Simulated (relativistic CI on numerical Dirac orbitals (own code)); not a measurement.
# Mn: the cost of one run

Program: relativistic CI on numerical Dirac orbitals (own code) version 3. Level of theory: charge-transfer multiplet model of a cubic metal-ligand cluster with up to 1 ligand holes, Slater and spin-orbit integrals from Dirac-Coulomb-Breit ions, Slater integrals scaled by 0.7. These are calculated values, not measurements, unless marked.

## Step 1: Starting point

| Property | Result |
| --- | --- |
| ion | Mn³⁺ (Mn IV) |
| nuclear charge | 25 |
| electrons | 22 |
| d electrons | 4 |
| ligand holes at most | 1 |
| parameters | in eV; Veg, Vt2g hoppings, tenDq and tenDqL metal and ligand splittings (negative tenDq: tetrahedral), red the scaling of hopping with a core hole |
| temperature | 300 K |
| widths | Lorentz 0.4 eV, Gauss 0.3 eV |

## Step 2: Udd = 6.7 eV

The run's settings:

```ini
cluster ion=Mn3+ d4 ligand_holes=1 slater_scale=0.7
Delta=3.1 Udd=6.7 Upd=8.4 tenDq=1.55 tenDqL=0.1 Veg=2.7 Vt2g=-1.4 red=1
spectrum xas L2,3 T=300 lorentz=0.4 gauss=0.3
```

On the command line:

```bash
$ python run_levels.py task.json out
```

One command runs all members of the session, one after another, from task.json.

Q: Estimate wall time and peak memory on 1 thread of Neoverse-V1, shared host.

About 4.1 s, with a peak of 0.21 GiB.
